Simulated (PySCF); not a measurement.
# A gas-phase reaction: GeH6Si + N2O → GeH6OSi + N2

Wanted: the reaction energy for `[SiH3][GeH3]` + `[N-]=[N+]=O` → `O[SiH2][GeH3]` + `N#N`.

Programs: PySCF 2.14.0. All values are calculated, for the isolated system unless a continuum is named. Atoms count from 0, parts from 1.

## 1. The system as given

Each species was relaxed by itself at PBE0-D3(BJ)/def2-SVPD.

## 2. Energies of the species: wB97M-D3(BJ)/def2-TZVPD

Job settings and geometry (Å):

```
{"job": {"kind": "react", "xc": "wB97M-D3(BJ)", "basis": "def2-TZVPD"}, "charge": 0, "multiplicity": 1}
-1 GeH6Si charge 0 multiplicity 1
Si    -0.015480     0.819010    -0.831330
Ge     0.038980    -0.869780     0.846630
H     -1.354540     0.842720    -1.492940
H      1.028690     0.549600    -1.865060
H      0.244650     2.157250    -0.220640
H     -1.103130    -0.666370     1.857700
H     -0.116510    -2.265510     0.217530
H      1.373460    -0.831400     1.611950

-1 N2O charge 0 multiplicity 1
N      1.110650     0.253470     0.005150
N      0.020870    -0.024970     0.001220
O     -1.119340    -0.316330    -0.002880

+1 GeH6OSi charge 0 multiplicity 1
O     -0.311520     0.816200    -1.872870
Si     0.679380     0.505560    -0.548930
Ge    -0.524150    -0.601060     1.203140
H     -0.841080     0.094670    -2.218760
H      1.857740    -0.328140    -0.946210
H      1.157730     1.845230    -0.108080
H      0.139770    -1.936400     1.585320
H     -1.960420    -0.902670     0.733050
H     -0.609490     0.271420     2.467390

+1 N2 charge 0 multiplicity 1
N      0.543760    -0.030060    -0.067320
N     -0.543770     0.030060     0.067320
```

With the program's defaults for keys left out, this is: wB97M-D3(BJ)/def2-TZVPD reaction energy of separated species, gas phase.

Started as:

```sh
$ OMP_NUM_THREADS=1 python cluster_run.py task.json out
```

One launch serves the whole session: the jobs run in the order shown.

What it wrote:

```text
species 1 (GeH6Si)
coarse grid: 28664 points
cycle   1  E = -2370.1192393893  dE = -8.914e-01  |g| = 5.686e-01  |ddm| = 2.131e+00
cycle   2  E = -2370.1261253678  dE = -6.886e-03  |g| = 5.707e-01  |ddm| = 6.561e-01
cycle   3  E = -2370.1476074090  dE = -2.148e-02  |g| = 1.980e-02  |ddm| = 3.070e-01
cycle   4  E = -2370.1477887906  dE = -1.814e-04  |g| = 8.682e-03  |ddm| = 3.846e-02
cycle   5  E = -2370.1478106912  dE = -2.190e-05  |g| = 1.014e-03  |ddm| = 1.240e-02
cycle   6  E = -2370.1478114638  dE = -7.726e-07  |g| = 3.244e-04  |ddm| = 2.696e-03
final grid: 57200 points
cycle   7  E = -2370.1476813920  dE = -8.142e-08  |g| = 2.423e-04  |ddm| = 2.912e-03
cycle   8  E = -2370.1476813989  dE = -6.849e-09  |g| = 2.418e-04  |ddm| = 4.945e-04
cycle   9  E = -2370.1476814032  dE = -4.296e-09  |g| = 2.150e-05  |ddm| = 1.476e-04
cycle  10  E = -2370.1476814036  dE = -4.488e-10  |g| = 8.756e-06  |ddm| = 8.747e-05
converged SCF energy = -2370.1476814036

species 2 (N2O)
coarse grid: 15424 points
cycle   1  E = -184.6618594167  dE =  6.983e-01  |g| = 8.261e-01  |ddm| = 1.717e+00
cycle   2  E = -184.5841558542  dE =  7.770e-02  |g| = 1.134e+00  |ddm| = 9.885e-01
cycle   3  E = -184.7852516619  dE = -2.011e-01  |g| = 1.174e-01  |ddm| = 4.952e-01
cycle   4  E = -184.7864134707  dE = -1.162e-03  |g| = 8.425e-02  |ddm| = 1.014e-01
cycle   5  E = -184.7877146915  dE = -1.301e-03  |g| = 1.003e-02  |ddm| = 4.527e-02
cycle   6  E = -184.7877349952  dE = -2.030e-05  |g| = 1.578e-03  |ddm| = 1.117e-02
cycle   7  E = -184.7877358868  dE = -8.915e-07  |g| = 4.462e-04  |ddm| = 4.009e-03
final grid: 33192 points
cycle   8  E = -184.7877174906  dE = -2.526e-08  |g| = 5.851e-04  |ddm| = 1.877e-03
cycle   9  E = -184.7877173441  dE =  1.464e-07  |g| = 1.093e-03  |ddm| = 7.566e-04
cycle  10  E = -184.7877175624  dE = -2.183e-07  |g| = 4.380e-05  |ddm| = 5.342e-04
cycle  11  E = -184.7877175629  dE = -5.363e-10  |g| = 2.688e-05  |ddm| = 9.186e-05
converged SCF energy = -184.7877175629

species 3 (GeH6OSi)
coarse grid: 33840 points
cycle   1  E = -2445.3646296121  dE = -6.578e-01  |g| = 8.665e-01  |ddm| = 2.313e+00
cycle   2  E = -2445.3354439298  dE =  2.919e-02  |g| = 1.001e+00  |ddm| = 1.023e+00
cycle   3  E = -2445.4714873306  dE = -1.360e-01  |g| = 6.349e-02  |ddm| = 5.229e-01
cycle   4  E = -2445.4721201038  dE = -6.328e-04  |g| = 3.524e-02  |ddm| = 5.865e-02
cycle   5  E = -2445.4722805169  dE = -1.604e-04  |g| = 5.548e-03  |ddm| = 2.544e-02
cycle   6  E = -2445.4722886317  dE = -8.115e-06  |g| = 1.034e-03  |ddm| = 6.884e-03
final grid: 68408 points
cycle   7  E = -2445.4721901219  dE = -5.652e-07  |g| = 6.207e-04  |ddm| = 3.242e-03
cycle   8  E = -2445.4721901885  dE = -6.664e-08  |g| = 5.141e-04  |ddm| = 8.570e-04
cycle   9  E = -2445.4721902247  dE = -3.617e-08  |g| = 1.031e-04  |ddm| = 3.224e-04
cycle  10  E = -2445.4721902289  dE = -4.187e-09  |g| = 4.071e-05  |ddm| = 1.224e-04
cycle  11  E = -2445.4721902299  dE = -1.005e-09  |g| = 1.365e-05  |ddm| = 8.545e-05
cycle  12  E = -2445.4721902299  dE = -3.729e-11  |g| = 2.830e-06  |ddm| = 1.213e-05
converged SCF energy = -2445.4721902299

species 4 (N2)
coarse grid: 10240 points
cycle   1  E = -109.6045715816  dE =  4.456e-02  |g| = 1.682e-01  |ddm| = 1.300e+00
cycle   2  E = -109.6103825511  dE = -5.811e-03  |g| = 7.387e-02  |ddm| = 1.523e-01
cycle   3  E = -109.6112830458  dE = -9.005e-04  |g| = 6.548e-03  |ddm| = 4.575e-02
cycle   4  E = -109.6112972295  dE = -1.418e-05  |g| = 1.069e-03  |ddm| = 1.769e-02
cycle   5  E = -109.6112977098  dE = -4.803e-07  |g| = 2.349e-04  |ddm| = 1.190e-03
final grid: 21984 points
cycle   6  E = -109.6112968891  dE = -3.477e-08  |g| = 7.966e-05  |ddm| = 6.038e-04
cycle   7  E = -109.6112968919  dE = -2.802e-09  |g| = 3.054e-05  |ddm| = 1.427e-04
cycle   8  E = -109.6112968922  dE = -2.817e-10  |g| = 8.403e-06  |ddm| = 5.254e-05
converged SCF energy = -109.6112968922

Reaction energy = -93.118 kcal/mol
```

Run time: 20 s. Hardware: 1 thread of Arm Neoverse V2, shared host; peak memory 0.71 GiB.

Species by species (with the dispersion term, which the log's SCF energies lack):

```
 ν        species  energy (Eh)  HOMO (eV)
-1   [SiH3][GeH3]  -2370.15379     -10.40
-1    [N-]=[N+]=O   -184.78947     -12.17
+1  O[SiH2][GeH3]  -2445.47961     -10.04
+1            N#N   -109.61204     -14.89
```

## 3. Reaction energy: PBE0-D3(BJ)/def2-TZVPD

Same as in step 2 but for these lines:

```diff
@@ -1,2 +1,2 @@
-{"job": {"kind": "react", "xc": "wB97M-D3(BJ)", "basis": "def2-TZVPD"}, "charge": 0, "multiplicity": 1}
+{"job": {"kind": "react", "xc": "PBE0", "basis": "def2-TZVPD", "disp": "d3bj"}, "charge": 0, "multiplicity": 1}
 -1 GeH6Si charge 0 multiplicity 1
```

Method: PBE0-D3(BJ)/def2-TZVPD reaction energy of separated species, gas phase.

What it wrote:

```text
species 1 (GeH6Si)
coarse grid: 28664 points
cycle   1  E = -2369.6815867591  dE = -8.399e-01  |g| = 6.052e-01  |ddm| = 2.075e+00
cycle   2  E = -2369.6743218205  dE =  7.265e-03  |g| = 6.839e-01  |ddm| = 6.982e-01
cycle   3  E = -2369.7059483362  dE = -3.163e-02  |g| = 2.016e-02  |ddm| = 3.871e-01
cycle   4  E = -2369.7060095115  dE = -6.118e-05  |g| = 6.532e-03  |ddm| = 2.237e-02
cycle   5  E = -2369.7060184188  dE = -8.907e-06  |g| = 7.531e-04  |ddm| = 7.724e-03
final grid: 57200 points
cycle   6  E = -2369.7059703091  dE = -1.426e-07  |g| = 6.843e-04  |ddm| = 3.370e-03
cycle   7  E = -2369.7059703445  dE = -3.544e-08  |g| = 7.313e-04  |ddm| = 1.477e-03
cycle   8  E = -2369.7059704527  dE = -1.082e-07  |g| = 1.171e-04  |ddm| = 6.439e-04
cycle   9  E = -2369.7059704544  dE = -1.698e-09  |g| = 7.008e-06  |ddm| = 9.498e-05
cycle  10  E = -2369.7059704544  dE = -1.182e-11  |g| = 1.765e-06  |ddm| = 8.596e-06
converged SCF energy = -2369.7059704544

species 2 (N2O)
coarse grid: 3216 points
cycle   1  E = -184.4533245237  dE =  7.159e-01  |g| = 7.389e-01  |ddm| = 1.711e+00
cycle   2  E = -184.1506335929  dE =  3.027e-01  |g| = 1.536e+00  |ddm| = 1.025e+00
cycle   3  E = -184.5233351108  dE = -3.727e-01  |g| = 3.647e-01  |ddm| = 7.202e-01
cycle   4  E = -184.5485328641  dE = -2.520e-02  |g| = 9.415e-02  |ddm| = 2.247e-01
cycle   5  E = -184.5501804625  dE = -1.648e-03  |g| = 6.986e-03  |ddm| = 4.644e-02
cycle   6  E = -184.5501875478  dE = -7.085e-06  |g| = 2.067e-03  |ddm| = 4.703e-03
final grid: 33192 points
cycle   7  E = -184.5460659507  dE =  2.369e-05  |g| = 1.464e-02  |ddm| = 5.234e-02
cycle   8  E = -184.5457617397  dE =  3.042e-04  |g| = 4.191e-02  |ddm| = 2.716e-02
cycle   9  E = -184.5461046940  dE = -3.430e-04  |g| = 2.984e-03  |ddm| = 2.079e-02
cycle  10  E = -184.5461062743  dE = -1.580e-06  |g| = 4.761e-04  |ddm| = 1.418e-03
cycle  11  E = -184.5461063107  dE = -3.638e-08  |g| = 8.096e-05  |ddm| = 2.502e-04
cycle  12  E = -184.5461063121  dE = -1.418e-09  |g| = 1.184e-05  |ddm| = 7.235e-05
cycle  13  E = -184.5461063122  dE = -3.075e-11  |g| = 6.911e-07  |ddm| = 7.779e-06
converged SCF energy = -184.5461063122

species 3 (GeH6OSi)
coarse grid: 33840 points
cycle   1  E = -2444.8214651047  dE = -5.898e-01  |g| = 9.300e-01  |ddm| = 2.308e+00
cycle   2  E = -2444.5806352809  dE =  2.408e-01  |g| = 1.467e+00  |ddm| = 1.260e+00
cycle   3  E = -2444.9290509366  dE = -3.484e-01  |g| = 1.910e-01  |ddm| = 8.446e-01
cycle   4  E = -2444.9345516879  dE = -5.501e-03  |g| = 4.237e-02  |ddm| = 1.243e-01
cycle   5  E = -2444.9346998598  dE = -1.482e-04  |g| = 8.171e-03  |ddm| = 3.019e-02
cycle   6  E = -2444.9347128569  dE = -1.300e-05  |g| = 1.351e-03  |ddm| = 8.093e-03
cycle   7  E = -2444.9347132484  dE = -3.915e-07  |g| = 2.408e-04  |ddm| = 1.551e-03
final grid: 68408 points
cycle   8  E = -2444.9346944517  dE = -4.453e-08  |g| = 2.040e-04  |ddm| = 2.908e-03
cycle   9  E = -2444.9346944548  dE = -3.100e-09  |g| = 2.095e-04  |ddm| = 3.987e-04
cycle  10  E = -2444.9346944632  dE = -8.368e-09  |g| = 3.026e-05  |ddm| = 1.617e-04
cycle  11  E = -2444.9346944633  dE = -1.546e-10  |g| = 6.749e-06  |ddm| = 2.314e-05
converged SCF energy = -2444.9346944633

species 4 (N2)
coarse grid: 2128 points
cycle   1  E = -109.4495083154  dE =  1.300e-01  |g| = 1.031e-01  |ddm| = 1.274e+00
cycle   2  E = -109.4509432706  dE = -1.435e-03  |g| = 4.740e-02  |ddm| = 1.014e-01
cycle   3  E = -109.4513665189  dE = -4.232e-04  |g| = 9.131e-03  |ddm| = 3.530e-02
cycle   4  E = -109.4513831908  dE = -1.667e-05  |g| = 5.130e-04  |ddm| = 5.398e-03
cycle   5  E = -109.4513832380  dE = -4.726e-08  |g| = 7.832e-05  |ddm| = 4.399e-04
final grid: 21984 points
cycle   6  E = -109.4466154323  dE = -6.375e-06  |g| = 2.480e-03  |ddm| = 4.977e-02
cycle   7  E = -109.4466160584  dE = -6.261e-07  |g| = 1.553e-03  |ddm| = 2.552e-03
cycle   8  E = -109.4466165380  dE = -4.796e-07  |g| = 4.584e-05  |ddm| = 9.605e-04
cycle   9  E = -109.4466165384  dE = -4.101e-10  |g| = 5.026e-06  |ddm| = 4.931e-05
converged SCF energy = -109.4466165384

Reaction energy = -81.393 kcal/mol
```

Run time: 9.9 s. Hardware: 1 thread of Arm Neoverse V2, shared host; peak memory 0.64 GiB.

Reaction energy at this level: -81.39 kcal/mol.

## 4. Reaction energy: MP2/def2-TZVPD

Same as in step 3 but for these lines:

```diff
@@ -1,2 +1,2 @@
-{"job": {"kind": "react", "xc": "PBE0", "basis": "def2-TZVPD", "disp": "d3bj"}, "charge": 0, "multiplicity": 1}
+{"job": {"kind": "react", "xc": "MP2", "basis": "def2-TZVPD"}, "charge": 0, "multiplicity": 1}
 -1 GeH6Si charge 0 multiplicity 1
```

Method: MP2/def2-TZVPD reaction energy of separated species, gas phase.

What it wrote:

```text
species 1 (GeH6Si)
final grid: 57200 points
cycle   1  E = -2367.7538753259  dE = -9.871e-01  |g| = 3.634e-01  |ddm| = 2.077e+00
cycle   2  E = -2367.7857412764  dE = -3.187e-02  |g| = 2.314e-01  |ddm| = 3.765e-01
cycle   3  E = -2367.7908445925  dE = -5.103e-03  |g| = 4.117e-02  |ddm| = 1.673e-01
cycle   4  E = -2367.7918202004  dE = -9.756e-04  |g| = 7.952e-03  |ddm| = 7.327e-02
cycle   5  E = -2367.7918530052  dE = -3.280e-05  |g| = 1.790e-03  |ddm| = 1.498e-02
cycle   6  E = -2367.7918554982  dE = -2.493e-06  |g| = 4.569e-04  |ddm| = 4.958e-03
cycle   7  E = -2367.7918556610  dE = -1.627e-07  |g| = 6.629e-05  |ddm| = 1.225e-03
cycle   8  E = -2367.7918556647  dE = -3.772e-09  |g| = 1.242e-05  |ddm| = 2.767e-04
cycle   9  E = -2367.7918556649  dE = -1.546e-10  |g| = 3.050e-06  |ddm| = 5.299e-05
converged SCF energy = -2367.7918556649

species 2 (N2O)
final grid: 33192 points
cycle   1  E = -183.6407291244  dE =  7.813e-01  |g| = 7.882e-01  |ddm| = 1.636e+00
cycle   2  E = -183.6997107076  dE = -5.898e-02  |g| = 5.972e-01  |ddm| = 7.870e-01
cycle   3  E = -183.7582058361  dE = -5.850e-02  |g| = 6.195e-02  |ddm| = 2.990e-01
cycle   4  E = -183.7590487513  dE = -8.429e-04  |g| = 1.829e-02  |ddm| = 5.669e-02
cycle   5  E = -183.7591888057  dE = -1.401e-04  |g| = 1.074e-02  |ddm| = 2.987e-02
cycle   6  E = -183.7592141242  dE = -2.532e-05  |g| = 3.404e-03  |ddm| = 1.077e-02
cycle   7  E = -183.7592205242  dE = -6.400e-06  |g| = 1.237e-03  |ddm| = 7.345e-03
cycle   8  E = -183.7592210721  dE = -5.480e-07  |g| = 1.482e-04  |ddm| = 1.882e-03
cycle   9  E = -183.7592210822  dE = -1.004e-08  |g| = 1.728e-05  |ddm| = 3.667e-04
cycle  10  E = -183.7592210823  dE = -1.158e-10  |g| = 4.195e-06  |ddm| = 4.126e-05
converged SCF energy = -183.7592210823

species 3 (GeH6OSi)
final grid: 68408 points
cycle   1  E = -2442.6556343477  dE = -7.875e-01  |g| = 6.066e-01  |ddm| = 2.276e+00
cycle   2  E = -2442.7127117797  dE = -5.708e-02  |g| = 4.069e-01  |ddm| = 5.804e-01
cycle   3  E = -2442.7364608421  dE = -2.375e-02  |g| = 4.925e-02  |ddm| = 2.389e-01
cycle   4  E = -2442.7375806621  dE = -1.120e-03  |g| = 1.039e-02  |ddm| = 7.390e-02
cycle   5  E = -2442.7376344075  dE = -5.375e-05  |g| = 2.935e-03  |ddm| = 1.584e-02
cycle   6  E = -2442.7376377420  dE = -3.335e-06  |g| = 1.178e-03  |ddm| = 4.080e-03
cycle   7  E = -2442.7376381925  dE = -4.505e-07  |g| = 2.848e-04  |ddm| = 1.594e-03
cycle   8  E = -2442.7376382384  dE = -4.586e-08  |g| = 6.618e-05  |ddm| = 5.913e-04
cycle   9  E = -2442.7376382413  dE = -2.904e-09  |g| = 1.614e-05  |ddm| = 1.824e-04
cycle  10  E = -2442.7376382415  dE = -1.833e-10  |g| = 3.910e-06  |ddm| = 4.394e-05
converged SCF energy = -2442.7376382415

species 4 (N2)
final grid: 21984 points
cycle   1  E = -108.9673660727  dE =  4.861e-02  |g| = 2.948e-01  |ddm| = 1.230e+00
cycle   2  E = -108.9868239715  dE = -1.946e-02  |g| = 8.978e-02  |ddm| = 1.852e-01
cycle   3  E = -108.9883084156  dE = -1.484e-03  |g| = 1.594e-02  |ddm| = 6.313e-02
cycle   4  E = -108.9884060333  dE = -9.762e-05  |g| = 1.828e-03  |ddm| = 2.422e-02
cycle   5  E = -108.9884070491  dE = -1.016e-06  |g| = 1.998e-04  |ddm| = 3.068e-03
cycle   6  E = -108.9884070697  dE = -2.059e-08  |g| = 4.401e-05  |ddm| = 4.052e-04
cycle   7  E = -108.9884070708  dE = -1.076e-09  |g| = 4.188e-06  |ddm| = 7.048e-05
cycle   8  E = -108.9884070708  dE = -6.281e-12  |g| = 2.888e-07  |ddm| = 1.755e-05
converged SCF energy = -108.9884070708

Reaction energy = -89.474 kcal/mol
```

It took 4.8 s on 1 thread of Arm Neoverse V2, shared host; peak memory 0.52 GiB.

Reaction energy at this level: -89.47 kcal/mol.

## 5. Comparing the runs

Energies in kcal/mol, with wall time:

```
                    run  reaction   time
wB97M-D3(BJ)/def2-TZVPD    -93.12   20 s
 PBE0-D3(BJ)/def2-TZVPD    -81.39  9.9 s
         MP2/def2-TZVPD    -89.47  4.8 s
```

## 6. Results

```
                                                quantity                      value
               reaction energy (wB97M-D3(BJ)/def2-TZVPD)            -93.12 kcal/mol
                     ΔH, ΔG at 298 K (xTB thermal terms)      -93.3, -92.8 kcal/mol
range of the reaction energy over the runs of this table  -93.12 to -81.39 kcal/mol
```

In words: The reaction is exothermic by 93.3 kcal/mol in the gas phase; dispersion gives -0.19, and xTB itself gave -23.14 for the electronic energy (xTB energies and thermal terms come from the earlier relaxation of each species, not shown). No barrier was sought. xTB and this level differ widely in the electronic energy, so what comes from xTB (the thermal terms above all) is less safe here. The reaction energy runs from -93.12 (wB97M-D3(BJ)/def2-TZVPD) to -81.39 kcal/mol (PBE0-D3(BJ)/def2-TZVPD).
